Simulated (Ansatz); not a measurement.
**The Au+ ion: how energies converge with the basis set**

One table from this session's results is given with a row withheld; the runs are named, their logs left out.

Program: Ansatz 0.2.0, Gaussian basis. Level of theory: one geometry, several basis sets. These are calculated values, not measurements.

Levels to be run: PBE0/def2-SVP; ωB97M-V/def2-SVP; PBE0/def2-QZVPP; ωB97M-V/def2-QZVPP; the functionals' def2-TZVPP values are taken from earlier runs.

## The atom

SMILES `[Au+]`, 1 atom, charge 1, spin multiplicity 1.

Au takes the def2 core potential; no spin-orbit term is included.

Set-up of the first run:

Input file in.yaml:

```yaml
crystal:
  periodic: [false, false, false]
  atoms:
    - {symbol: Au, position_ang: [0.000000, 0.000000, 0.000000]}
basis:
  gaussian: {orbitals: def2-SVP}
total_charge: 1
hamiltonian: {xc: pbe0}
output: {orbitals: {seedname: orbitals}}
```

Steps of the session up to this table: PBE0 in def2-SVP; ωB97M-V in def2-SVP; PBE0 in def2-QZVPP; ωB97M-V in def2-QZVPP.

One table of the session follows, with a row left open; its other results are not shown here.

It belongs to the step «Density functionals: the series». 

```
functional       basis  HOMO (eV)  LUMO (eV)
      PBE0    def2-SVP          ?          ?
      PBE0  def2-TZVPP     -16.96     -11.78
      PBE0  def2-QZVPP     -16.96     -11.78
   ωB97M-V    def2-SVP     -19.40      -9.32
   ωB97M-V  def2-TZVPP     -19.42      -9.32
   ωB97M-V  def2-QZVPP     -19.42      -9.33
```

**Question.** Estimate the row for PBE0, def2-SVP.

**Answer.** HOMO (eV): -16.95; LUMO (eV): -11.83. In the column «HOMO (eV)» it is the highest.
